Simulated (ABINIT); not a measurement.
# SnSe2 (P-3m1) in ABINIT: further runs, part 2 of 2

ABINIT 10.8.3 (patched build).

## 4. Relaxation of cell and atoms, PBE, target pressure 20 GPa, at which the enthalpy is minimised

Input file run.abi:

```
# Pseudopotentials
pp_dirpath "./"
pseudos "Sn.GGA_PBE-JTH.xml, Se.GGA_PBE-JTH.xml"

# Structure
acell 3*1.0
rprim
     7.2017462609     0.0000000000     0.0000000000
    -3.6008731305     6.2368952135     0.0000000000
     0.0000000000     0.0000000000    11.5953595007
ntypat 2
znucl 50 34
natom 3
typat 1 2 2
xred
     0.0000000000     0.0000000000     0.0000000000
     0.6666666667     0.3333333333     0.7510000000
     0.3333333333     0.6666666667     0.2490000000
chkprim 0
chksymtnons 0
tolsym 1.0e-6

# Plane-wave basis
ecut 598.650497 eV
pawecutdg 44.0
pawxcdev 0
pawovlp -1

# k points
kptopt 1
ngkpt 6 6 4
nshiftk 1
shiftk 0.0 0.0 0.0

# Exchange and correlation
ixc 11

# Bands and occupations
nband 17
occopt 3
tsmear 0.00183747

# SCF cycle
nstep 100
tolvrs 1.0e-9

# Output
iomode 3
prtwf 0
prtden 0
prteig 0
prtebands 0
enunit 1

# Relaxation
ionmov 2
ntime 60
tolmxf 0.0005
optcell 2
dilatmx 1.08
ecutsm 0.5
strtarget 3*-6.797862e-04 3*0.0
```

Potentials or basis: JTH PAW PBE v2.0.

Command:

```console
$ abinit run.abi > log 2>&1
```

run.abo:

```text
.Version 10.8.3 of ABINIT
 Symmetries : space group P-3 m 1 (#164); Bravais hP (primitive hexag.)
================================================================================
 Values of the parameters that define the memory need of the present run
     intxc =       0    ionmov =       2      iscf =      17    lmnmax =      18
     lnmax =       6     mgfft =      54  mpssoang =       3    mqgrid =    3740
     natom =       3  nloc_mem =       2    nspden =       1   nspinor =       1
    nsppol =       1      nsym =      12    n1xccc =       1    ntypat =       2
    occopt =       3   xclevel =       2
       mpw =        3254          nfft =       69984          nkpt =          24
 PAW method is used; the additional fine FFT grid is defined by:
   mgfftf=        80    nfftf =    184320
================================================================================
================================================================================

--------------------------------------------------------------------------------
------------- Echo of variables that govern the present computation ------------
--------------------------------------------------------------------------------
 -outvars: echo values of preprocessed input variables --------
            acell      1.0000000000E+00  1.0000000000E+00  1.0000000000E+00 Bohr
              amu      1.18710000E+02  7.89600000E+01
          chkprim           0
      chksymtnons           0
          dilatmx      1.08000000E+00
             ecut      2.20000000E+01 Hartree
           ecutsm      5.00000000E-01 Hartree
           enunit           1
           ionmov           2
              ixc          11
         kptrlatt        6    0    0      0    6    0      0    0    4
          kptrlen      4.32104776E+01
            natom           3
            nband          17
            ngfft          36      36      54
          ngfftdg          48      48      80
             nkpt          24
            nstep         100
             nsym          12
            ntime          60
           ntypat           2
           occopt           3
          optcell           2
        pawecutdg      4.40000000E+01 Hartree
          pawovlp     -1.0000000000E+00
         pawxcdev           0
           prtden           0
        prtebands           0
           prteig           0
            prtwf           0
            rprim      7.2017462609E+00  0.0000000000E+00  0.0000000000E+00
                      -3.6008731305E+00  6.2368952135E+00  0.0000000000E+00
                       0.0000000000E+00  0.0000000000E+00  1.1595359501E+01
          spgroup         164
        strtarget     -6.79786200E-04 -6.79786200E-04 -6.79786200E-04
                       0.00000000E+00  0.00000000E+00  0.00000000E+00
           tolmxf      5.00000000E-04
           tolsym      1.00000000E-06
           tolvrs      1.00000000E-09
           tsmear      1.83747000E-03 Hartree
            typat      1  2  2
           useylm           1
           xangst      0.0000000000E+00  0.0000000000E+00  0.0000000000E+00
                       1.9054999987E+00  1.1001409372E+00  4.6081359969E+00
                      -1.7639782332E-11  2.2002818744E+00  1.5278639990E+00
            xcart      0.0000000000E+00  0.0000000000E+00  0.0000000000E+00
                       3.6008731304E+00  2.0789650712E+00  8.7081149850E+00
                      -3.3334357529E-11  4.1579301423E+00  2.8872445157E+00
             xred      0.0000000000E+00  0.0000000000E+00  0.0000000000E+00
                       6.6666666667E-01  3.3333333333E-01  7.5100000000E-01
                       3.3333333333E-01  6.6666666667E-01  2.4900000000E-01
            znucl       50.00000   34.00000

================================================================================

 chkinp: Checking input parameters for consistency.

[... 1227 lines left out ...]
 At Broyd/MD step  11, gradients are converged :
  max grad (force/stress) = 2.6094E-04 < tolmxf= 5.0000E-04 ha/bohr (free atoms)

================================================================================

 ----iterations are completed or convergence reached----

 Mean square residual over all n,k,spin=   11.457E-11; max=  22.901E-09
 reduced coordinates (array xred) for    3 atoms
      -0.000000000000     -0.000000000000     -0.000000000000
       0.666666666667      0.333333333333      0.699511931551
       0.333333333333      0.666666666667      0.300488068449
 rms dE/dt=  1.1955E-03; max dE/dt=  2.5361E-03; dE/dt below (all hartree)
    1       0.000000000000     -0.000000000000      0.000000000000
    2       0.000000000000      0.000000000000     -0.002536063974
    3       0.000000000000      0.000000000000      0.002536063974

 cartesian coordinates (angstrom) at end:
    1      0.00000000000000    -0.00000000000000    -0.00000000000000
    2      1.83126442310662     1.05728100763458     3.67744845415902
    3     -0.00000000001695     2.11456201526916     1.57971484541098

 cartesian forces (hartree/bohr) at end:
    1     -0.00000000000000     0.00000000000000    -0.00000000000000
    2      0.00000000000000    -0.00000000000000     0.00025527593177
    3      0.00000000000000    -0.00000000000000    -0.00025527593177
 frms,max,avg= 1.2033823E-04 2.5527593E-04   0.000E+00  0.000E+00  0.000E+00 h/b

 cartesian forces (eV/Angstrom) at end:
    1     -0.00000000000000     0.00000000000000    -0.00000000000000
    2      0.00000000000000    -0.00000000000000     0.01312681619756
    3      0.00000000000000    -0.00000000000000    -0.01312681619756
 frms,max,avg= 6.1880405E-03 1.3126816E-02   0.000E+00  0.000E+00  0.000E+00 e/A
 length scales=  6.921176447612  6.921176447595  9.934598835361 bohr
              =  3.662528846230  3.662528846221  5.257163299570 angstroms
 Fermi (or HOMO) energy (eV) =   4.88939   Average Vxc (eV)= -10.97988
 Eigenvalues (   eV  ) for nkpt=  24  k points:
 kpt#   1, nband= 17, wtk=  0.00694, kpt=  0.0000  0.0000  0.0000 (reduced coord)
 -17.21948  -17.21948  -17.17729  -17.15067  -17.15067  -11.12595   -8.14227   -3.53885
   3.15132    3.15132    3.55075    3.55075    4.59894    5.68301    7.62969    9.37109
   9.37109
 prteigrs : prtvol=0 or 1, do not print more k-points.

--- !EnergyTerms
iteration_state     : {dtset: 1, itime: 11, icycle: 1, }
comment             : Components of total free energy in Hartree
kinetic             :  1.88758789951171E+01
hartree             :  2.94617792222920E+01
xc                  : -1.96484768940829E+01
Ewald energy        : -6.61347797221048E+01
psp_core            :  5.55853851283100E+00
local_psp           : -7.95022238369005E+01
PAW spherical_terms :  2.25157329066262E+01
internal            : -8.88735508162219E+01
'-kT*entropy'       : -1.75886417306052E-04
total_energy        : -8.88737267026392E+01
total_energy_eV     : -2.41837730442527E+03
...

--- !EnergyTermsDC
iteration_state     : {dtset: 1, itime: 11, icycle: 1, }
comment             : '"Double-counting" decomposition of free energy'
band_energy         : -7.25884653772703E+00
Ewald energy        : -6.61347797221048E+01
psp_core            :  5.55853851283100E+00
xc_dc               : -3.71834821223859E+01
PAW spherical_terms :  1.61450213605944E+01
internal            : -8.88735485087924E+01
'-kT*entropy'       : -1.75886417306052E-04
total_energy_dc     : -8.88737243952097E+01
total_energy_dc_eV  : -2.41837724163691E+03
...

--- !EnergyTermsWithPAWCore
iteration_state     : {dtset: 1, itime: 11, icycle: 1, }
comment             : 'Components of total free energy, including PAW core contributions'
Total energy        : -1.10375258174721E+04
Total energy DC     : -1.10375258151646E+04
Total energy (eV)   : -3.00346378219220E+05
Total energy DC (eV): -3.00346378156431E+05
...

 rms coord change=  2.4272E-02   atom, delta coord (reduced):
     1       -0.000000000000     -0.000000000000     -0.000000000000
     2        0.000000000000      0.000000000000     -0.051488068449
     3        0.000000000000      0.000000000000      0.051488068449

 Cartesian components of stress tensor (hartree/bohr^3)
  sigma(1 1)= -6.77620600E-04  sigma(3 2)=  0.00000000E+00
  sigma(2 2)= -6.77620599E-04  sigma(3 1)=  0.00000000E+00
  sigma(3 3)= -6.77176833E-04  sigma(2 1)=  1.02698172E-13

-Cartesian components of stress tensor (GPa)         [Pressure=  1.9932E+01 GPa]
- sigma(1 1)= -1.99362863E+01  sigma(3 2)=  0.00000000E+00
- sigma(2 2)= -1.99362863E+01  sigma(3 1)=  0.00000000E+00
- sigma(3 3)= -1.99232303E+01  sigma(2 1)=  3.02148455E-09

== END DATASET(S) ==============================================================
================================================================================

 -outvars: echo values of variables after computation  --------
            acell      6.9211764476E+00  6.9211764476E+00  9.9345988354E+00 Bohr
           etotal     -8.8873724395E+01
            fcart     -1.0131365655E-31  5.8493466881E-32 -0.0000000000E+00
                       5.0656828275E-32 -2.9246733440E-32  2.5527593177E-04
                       5.0656828275E-32 -2.9246733440E-32 -2.5527593177E-04
            rprim      1.0000000000E+00  0.0000000000E+00  0.0000000000E+00
                      -5.0000000001E-01  8.6602540378E-01  0.0000000000E+00
                       0.0000000000E+00  0.0000000000E+00  1.0000000000E+00
           strten     -6.7762059962E-04 -6.7762059942E-04 -6.7717683254E-04
                       0.0000000000E+00  0.0000000000E+00  1.0269817237E-13
           xangst      2.7755609621E-28 -8.6650396203E-28 -3.3654742012E-19
                       1.8312644231E+00  1.0572810076E+00  3.6774484542E+00
                      -1.6952947397E-11  2.1145620153E+00  1.5797148454E+00
             xred     -6.0810497032E-29 -2.7318626924E-28 -6.4016923376E-20
                       6.6666666667E-01  3.3333333333E-01  6.9951193155E-01
                       3.3333333333E-01  6.6666666667E-01  3.0048806845E-01
 Calculation completed.
```

Wall time 7 min (1 thread of Arm Neoverse V2, shared host); peak memory 0.17 GiB.

What came out:

* Free energy: -2418.3772 eV
* Relaxed volume: 20.36 Å³/atom
* Relaxed cell: a = 3.663 Å, b = 3.663 Å, c = 5.257 Å, α = 90.00°, β = 90.00°, γ = 120.00°
* Space group after relaxing (to 0.05 Å): P-3m1 (No. 164)
* Energy change on relaxing (the enthalpy is what falls): +271.2 meV/atom
* Ionic steps: 11
* Pressure after relaxing: 19.9 GPa
* Largest force after relaxing: 0.013 eV/Å
* Band gap on the k mesh: none (metal or under the smearing width)
* Valence electrons inside the program's atomic spheres: Sn 12.02; Se 4.01

Forces in eV/Å, atoms in the order of the input:
```
Sn   0.000  0.000  0.000
Se   0.000  0.000  0.013
Se   0.000  0.000 -0.013
```

Step by step:
```tsv
step	energy change (eV)	largest force (eV/Å)	pressure (GPa)	volume (Å³)
1	0.0000	0.7814	5.56	77.18
2	0.1374	1.1597	9.20	73.82
3	0.9727	2.3443	24.87	63.95
4	0.8713	1.9812	23.24	64.01
5	0.9299	0.2834	21.34	60.98
6	0.9084	0.0250	20.23	60.99
7	0.8563	0.2246	19.05	61.22
8	0.8124	0.3473	18.48	61.31
9	0.7982	0.2677	18.82	61.27
10	0.8023	0.0916	19.52	61.17
11	0.8137	0.0131	19.93	61.07
```

Final structure:
```yaml
crystal:
  lattice:
    - [3.66253, 0.00000, 0.00000]
    - [-1.83126, 3.17184, 0.00000]
    - [0.00000, 0.00000, 5.25716]
  atoms:
    - { symbol: Sn, position: [0.00000, 0.00000, 0.00000] }
    - { symbol: Se, position: [0.66667, 0.33333, 0.69951] }
    - { symbol: Se, position: [0.33333, 0.66667, 0.30049] }
```

Levels at points of the mesh, in eV from the Fermi level:
```
           k point  band 10  band 11  band 12  band 13  band 14  band 15  band 16  band 17
(0.00, 0.00, 0.00)    -1.74    -1.34    -1.34    -0.29     0.79     2.74     4.48     4.48
(0.50, 0.00, 0.00)    -5.14    -4.14    -3.76    -0.61     1.50     2.99     3.31     3.74
(0.00, 0.00, 0.50)    -1.99    -1.99    -0.74    -0.74     2.47     3.18     3.32     3.32
(0.50, 0.00, 0.50)    -3.07    -2.67    -2.64    -2.27     0.90     3.01     4.12     5.39
```

Caveat: the volume moved by over 15 % at a fixed basis, so the end points are rough; this functional lacks dispersion, which binds the layers, so the pressure and a relaxed spacing across them are unreliable.

## 5. Relaxation of cell and atoms, PBE, target pressure 30 GPa, at which the enthalpy is minimised

run.abi, as its differences from that of step 4:

```diff
@@ -61,2 +61,2 @@
 ecutsm 0.5
-strtarget 3*-6.797862e-04 3*0.0
+strtarget 3*-1.019679e-03 3*0.0
```

Command:

```console
$ abinit run.abi > log 2>&1
```

Wall time 6.9 min (1 thread of Arm Neoverse V2, shared host); peak memory 0.17 GiB.

It converged, with:

| Quantity | Value |
| --- | --- |
| Free energy | -2417.7703 eV |
| Relaxed volume | 19.05 Å³/atom |
| Relaxed cell | a = 3.576 Å, b = 3.576 Å, c = 5.161 Å, α = 90.00°, β = 90.00°, γ = 120.00° |
| Space group after relaxing (to 0.05 Å) | P-3m1 (No. 164) |
| Energy change on relaxing (the enthalpy is what falls) | +473.5 meV/atom |
| Ionic steps | 11 |
| Pressure after relaxing | 29.9 GPa |
| Largest force after relaxing | 0.008 eV/Å |
| Band gap on the k mesh | none (metal or under the smearing width) |

Forces in eV/Å, atoms in the order of the input:
```
Sn   0.000  0.000  0.000
Se   0.000  0.000  0.008
Se   0.000  0.000 -0.008
```

The path:
| step | energy change (eV) | largest force (eV/Å) | pressure (GPa) | volume (Å³) |
| --- | --- | --- | --- | --- |
| 1 | 0.0000 | 0.7814 | 5.56 | 77.18 |
| 2 | 0.2903 | 1.5286 | 12.47 | 71.55 |
| 3 | 1.8012 | 3.4841 | 37.70 | 59.62 |
| 4 | 1.5304 | 2.8279 | 33.85 | 60.06 |
| 5 | 1.4683 | 0.5556 | 30.30 | 57.50 |
| 6 | 1.5899 | 0.0029 | 30.83 | 56.64 |
| 7 | 1.5543 | 0.1212 | 30.18 | 56.75 |
| 8 | 1.4388 | 0.2869 | 28.81 | 57.15 |
| 9 | 1.4128 | 0.2155 | 28.99 | 57.22 |
| 10 | 1.4134 | 0.0609 | 29.66 | 57.18 |
| 11 | 1.4206 | 0.0081 | 29.95 | 57.14 |

Final structure:
```yaml
crystal:
  lattice:
    - [3.57554, 0.00000, 0.00000]
    - [-1.78777, 3.09651, 0.00000]
    - [0.00000, 0.00000, 5.16111]
  atoms:
    - { symbol: Sn, position: [0.00000, 0.00000, 0.00000] }
    - { symbol: Se, position: [0.66667, 0.33333, 0.69368] }
    - { symbol: Se, position: [0.33333, 0.66667, 0.30632] }
```

Levels at points of the mesh, in eV from the Fermi level:
```tsv
k point	band 11	band 12	band 13	band 14	band 15	band 16
(0.00, 0.00, 0.00)	-1.38	-1.38	-0.32	1.15	2.83	4.65
(0.50, 0.00, 0.00)	-4.48	-4.29	-0.60	1.66	2.96	2.97
(0.00, 0.00, 0.50)	-2.18	-0.72	-0.72	2.60	3.33	3.33
(0.50, 0.00, 0.50)	-3.05	-2.83	-2.47	1.00	2.70	3.99
```

Caveat: the volume moved by over 15 % at a fixed basis, so the end points are rough; this functional lacks dispersion, which binds the layers, so the pressure and a relaxed spacing across them are unreliable; the atomic spheres overlap.

## 6. The runs side by side

| cell | gap on the mesh (eV) | pressure (GPa) | largest force (eV/Å) |
| --- | --- | --- | --- |
| relaxed to 5 GPa | 0.36 | 5.0 | 0.01 |
| relaxed to 10 GPa | none | 10.0 | - |
| relaxed to 20 GPa | none | 19.9 | 0.01 |
| relaxed to 30 GPa | none | 29.9 | 0.01 |

Alike in all rows: task relaxation of cell and atoms; level PBE; potentials or basis JTH PAW PBE v2.0; no spin polarisation; k mesh 6 × 6 × 4; cutoff (eV) 599; smearing fermi-dirac 0.05 eV.

Caveats: this functional lacks dispersion, which binds the layers, so the pressure and a relaxed spacing across them are unreliable; the volume moved by over 15 % at a fixed basis, so the end points are rough (some runs); spin-orbit coupling is left out, which moves the levels of the heavy elements (some runs); the atomic spheres overlap (some runs).

Absolute energies hang on the potentials; compare differences alone.
